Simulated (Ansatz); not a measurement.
# ClCo: the cost of one run

Program: Ansatz 0.2.0, Gaussian basis. Level of theory: def2-TZVPP, core rule «outside noble gas», up to 14 orbitals frozen. These are calculated values, not measurements.

To be run: UHF; ROHF; CCSD(T) on UHF.

### Step 1. What is computed

The geometry is a PBE0/def2-TZVP stationary point (not a proven minimum) of the parent state, kept for this charge and spin.

2 atoms, charge 1, spin multiplicity 6.

Atoms are counted from 1 here; the program's logs count them from 0.

Bond lengths: Co1–Cl2 2.173 Å.

### Step 2. UHF

The input, in.yaml:

```yaml
crystal:
  periodic: [false, false, false]
  atoms:
    - {symbol: Co, position_ang: [0.000000, 0.000000, 0.000000]}
    - {symbol: Cl, position_ang: [0.000000, 0.000000, 2.172600]}
basis:
  gaussian: {orbitals: def2-TZVPP}
total_charge: 1
magnetization: {spin_polarized: true, initial_magnetization: 5}
hamiltonian: {xc: hf}
output: {orbitals: {seedname: orbitals}}
```

Launch:

```sh
ansatz run in.yaml --threads 1 --pin off --events-out ev --progress --plain --max-ram 4096MiB --backend cpu
```

**Question.** How long does this run take on 1 thread of AMD EPYC 7R13, shared host, and how much memory does it need?

About 37 s, with a peak of 0.36 GiB.
